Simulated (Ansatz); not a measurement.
# CH5BFN: the cost of one run

All numbers below are computed with Ansatz 0.2.0 (RKS PBE0-D4/def2-SVP).

## 1. The starting structure

Bond lengths: C1–B2 1.539 Å, B2–N3 1.505 Å, B2–F4 1.438 Å, C1–H5 1.116 Å, C1–H6 1.129 Å, C1–H7 1.137 Å, N3–H8 1.106 Å, N3–H9 1.094 Å. Angles: C1–B2–N3 120.8°, C1–B2–F4 119.9°, N3–B2–F4 119.2°, B2–C1–H5 113.0°, B2–C1–H6 114.8°, B2–C1–H7 110.0°, H5–C1–H6 108.8°, H5–C1–H7 105.0°, H6–C1–H7 104.4°, B2–N3–H8 106.0°, B2–N3–H9 111.0°, H8–N3–H9 102.8°.

Coordinates:

```xyz
9

C    -0.3525    0.9075   -0.5106
B    -0.0593   -0.5853   -0.2797
N     0.2830   -1.0994    1.0923
F    -0.0323   -1.4915   -1.3954
H     0.3108    1.3673   -1.2810
H    -0.3249    1.5444    0.4213
H    -1.4075    1.0395   -0.9131
H     1.3307   -1.4491    1.0348
H     0.3405   -0.2797    1.8143
```

## 2. Relaxing end A

The input, input.yaml:

```yaml
crystal:
  periodic: [false, false, false]
  atoms:
    - { symbol: C, position_ang: [-0.3525, 0.9075, -0.5106] }
    - { symbol: B, position_ang: [-0.0593, -0.5853, -0.2797] }
    - { symbol: "N", position_ang: [0.283, -1.0994, 1.0923] }
    - { symbol: F, position_ang: [-0.0323, -1.4915, -1.3954] }
    - { symbol: H, position_ang: [0.3108, 1.3673, -1.281] }
    - { symbol: H, position_ang: [-0.3249, 1.5444, 0.4213] }
    - { symbol: H, position_ang: [-1.4075, 1.0395, -0.9131] }
    - { symbol: H, position_ang: [1.3307, -1.4491, 1.0348] }
    - { symbol: H, position_ang: [0.3405, -0.2797, 1.8143] }
basis:
  gaussian: { orbitals: def2-SVP }
hamiltonian:
  xc: pbe0
  dispersion: d4
relax:
  f_tol: 0.015
  max_steps: 40
```

On the command line:

```
> ansatz run input.yaml --threads 1 --pin off --max-ram 2048MiB --backend cpu --events-out ev --progress --plain --runs-dir out
```

Q: Estimate wall time and peak memory on 1 thread of Arm Neoverse V1, shared host.

About 29 s, with a peak of 0.15 GiB.
